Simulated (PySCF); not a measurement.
**SiSn⁻: the SCF solver's settings**

Aim: find out which solver settings change the answer for SiSn⁻.

The runs use PySCF 2.14.0; each script names its method and basis.

10 further runs of the same task are left out: 1 for a known fault of the program, 9 that didn't finish.

## 1. The system as given

SiSn⁻: 2 atoms, charge -1, spin multiplicity 2.

Bond lengths: Si1–Sn2 2.308 Å.

## 2. The base run

input.py reads:

```python
from pyscf import gto, scf, mcscf

mol = gto.M(
    atom='Si 0 0 0; Sn 0 0 2.308',
    basis='x2c-svpall',
    charge=-1,
    spin=1,
    symmetry=True,
    verbose=3,
)
mf = scf.ROHF(mol)
mf = mf.sfx2c1e()
mf.kernel()
mc = mcscf.CASSCF(mf, 6, 7)
mc.kernel()
mc.analyze()
mf.dip_moment()
print('orbital energies (hartree):', mf.mo_energy[..., max(0, mol.nelec[1]-3):mol.nelec[0]+3].round(4))
```

Launch:

```
> python input.py
```

The log of this run is left out.

Base result: E(SCF) = -6462.602621 Eh, E(CAS) − E(SCF) = -0.06434 Eh.

The bond length is a typed value, not an optimised one. The dipole of an ion depends on the origin.

## 3. Level shift 1 hartree

Variant 1 changes level shift: none → 1 hartree.

input.py reads:

```python
from pyscf import gto, scf, mcscf

mol = gto.M(
    atom='Si 0 0 0; Sn 0 0 2.308',
    basis='x2c-svpall',
    charge=-1,
    spin=1,
    symmetry=True,
    verbose=3,
)
mf = scf.ROHF(mol)
mf = mf.sfx2c1e()
mf.level_shift = 1.0
mf.kernel()
mc = mcscf.CASSCF(mf, 6, 7)
mc.kernel()
mc.analyze()
mf.dip_moment()
print('orbital energies (hartree):', mf.mo_energy[..., max(0, mol.nelec[1]-3):mol.nelec[0]+3].round(4))
```

Launch:

```
> python input.py
```

## 4. Smearing width 0.05 hartree

Variant 2 changes smearing width: none → 0.05 hartree; step after the SCF: casscf → none.

input.py, as its differences from that of step 2:

```diff
@@ -1,2 +1,2 @@
-from pyscf import gto, scf, mcscf
+from pyscf import gto, scf
 
@@ -12,6 +12,4 @@
 mf = mf.sfx2c1e()
+mf = scf.addons.smearing_(mf, sigma=0.05, method='fermi')
 mf.kernel()
-mc = mcscf.CASSCF(mf, 6, 7)
-mc.kernel()
-mc.analyze()
 mf.dip_moment()
```

## 5. DIIS space 4

Variant 3 changes DIIS space: default → 4.

input.py, as its differences from that of step 2:

```diff
@@ -12,2 +12,3 @@
 mf = mf.sfx2c1e()
+mf.diis_space = 4
 mf.kernel()
```

## 6. Second-order solver on

Variant 4 changes second-order solver: off → on.

input.py, as its differences from that of step 2:

```diff
@@ -12,2 +12,3 @@
 mf = mf.sfx2c1e()
+mf = mf.newton()
 mf.kernel()
```

What does the calculation give? Wanted: for each run, E(SCF); from base; after the SCF.

**Answer**, as computed:

```tsv
run	E(SCF) (hartree)	from base (eV)	after the SCF
base	-6462.602621	0	CASSCF correlation -1.751 eV
level shift 1 hartree	-6462.602621	0.0000	CASSCF correlation -1.751 eV
smearing width 0.05 hartree (poor choice)	-6462.486086	not comparable	n/a
DIIS space 4	-6462.602621	0.0000	CASSCF correlation -1.751 eV
second-order solver on	-6462.602621	0.0000	CASSCF correlation -1.751 eV
```

What this shows: The SCF energy stays the same, to the digits that matter, with level shift 1 hartree or DIIS space 4 or second-order solver on. Rows marked «poor choice» come from settings spoiled on purpose.
